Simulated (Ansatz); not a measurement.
# AsGaH: the cost of one run

Program: Ansatz 0.2.0, Gaussian basis. Level of theory: cc-pVTZ, core rule «outside noble gas», up to 28 orbitals frozen. These are calculated values, not measurements.

The runs, in order: UHF; CCSD(T) on ROHF; CCSD(T) on UHF; BCCD(T) on ROHF; CCSDT(Q) on ROHF; CCSDT(Q) on UHF.

15 further runs of the same task are left out: 10 for a known fault of the program, 5 set aside as unsound or not needed. Runs told in other sessions of the task aren't counted.

## 1. The geometry

The geometry is a PBE0/def2-TZVP stationary point (not a proven minimum) of the parent state, kept for this charge and spin. No spin-orbit coupling is included. The filled d shell of Ga, As may be among the frozen orbitals whatever the setting's name suggests.

3 atoms, charge 0, spin multiplicity 2.

Atoms are counted from 1 here; the program's logs count them from 0.

Bond lengths: Ga1–As2 2.510 Å, Ga1–H3 1.618 Å. Angles: As2–Ga1–H3 115.1°.

Geometry (Å):

```xyz
3
charge 0, multiplicity 2
Ga    0.0000   -0.5055    0.5943
As    0.0000   -0.4355   -1.9147
H     0.0000    0.9410    1.3204
```

## 2. UHF

The input, in.yaml:

```yaml
crystal:
  periodic: [false, false, false]
  atoms:
    - {symbol: Ga, position_ang: [0.000000, -0.505457, 0.594301]}
    - {symbol: As, position_ang: [0.000000, -0.435519, -1.914688]}
    - {symbol: H, position_ang: [0.000000, 0.940976, 1.320387]}
basis:
  gaussian: {orbitals: cc-pVTZ}
magnetization: {spin_polarized: true, initial_magnetization: 1}
hamiltonian: {xc: hf}
output: {orbitals: {seedname: orbitals}}
```

Launch:

```sh
$ ansatz run in.yaml --threads 1 --pin off --events-out ev --progress --plain --max-ram 2560MiB --backend cpu
```

What time and memory should one allow on 1 thread of AMD EPYC 7R13, shared host?

About 28 s, with a peak of 0.26 GiB.
